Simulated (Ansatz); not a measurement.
# CuHO: small, medium and large basis sets

An exercise on one series of results from a longer session: the logs are not shown, and one member is left open.

Program: Ansatz 0.2.0, Gaussian basis. Level of theory: one geometry, several basis sets. These are calculated values, not measurements.

The runs, in order: PBE0-D4/def2-SVP; ωB97M-V/def2-SVP; PBE0-D4/def2-QZVPP; ωB97M-V/def2-QZVPP; the functionals' def2-TZVPP values are taken from earlier runs.

### Structure used throughout

An earlier PBE0-D4 in a triple-zeta def2 set relaxation fixed the geometry.

SMILES `[OH][Cu]`, 3 atoms, charge 0, spin multiplicity 1.

Atoms are counted from 1 here; the program's logs count them from 0.

Bond lengths: O1–Cu2 1.785 Å, O1–H3 0.962 Å. Angles: Cu2–O1–H3 108.9°.

The first run:

Contents of in.yaml:

```yaml
crystal:
  periodic: [false, false, false]
  atoms:
    - {symbol: O, position_ang: [-0.333325, -0.433738, -0.237595]}
    - {symbol: Cu, position_ang: [1.159754, 0.002927, 0.637752]}
    - {symbol: H, position_ang: [-0.837329, 0.366011, -0.413356]}
basis:
  gaussian: {orbitals: def2-SVP}
hamiltonian: {xc: pbe0, dispersion: d4}
output: {orbitals: {seedname: orbitals}}
```

Launch:

```
$ ansatz run in.yaml --threads 4 --pin off --events-out ev --progress --plain --max-ram 10444MiB
```

Steps of the session up to this table: PBE0-D4 in def2-SVP; ωB97M-V in def2-SVP; PBE0-D4 in def2-QZVPP; ωB97M-V in def2-QZVPP.

One of the session's tables, all rows but one given; the rest of the session is left out.

It belongs to the step «Density functionals: the series». 

| functional | basis | HOMO (eV) | LUMO (eV) |
| --- | --- | --- | --- |
| PBE0-D4 | def2-SVP | -6.05 | -2.06 |
| PBE0-D4 | def2-TZVPP | -6.71 | -2.52 |
| PBE0-D4 | def2-QZVPP | -6.78 | -2.55 |
| ωB97M-V | def2-SVP | -8.49 | -0.43 |
| ωB97M-V | def2-TZVPP | -9.16 | -0.88 |
| ωB97M-V | def2-QZVPP | ? | ? |

Estimate the missing values for ωB97M-V, def2-QZVPP.

As computed: HOMO (eV): -9.24; LUMO (eV): -1.02. In the column «HOMO (eV)» it is the lowest.
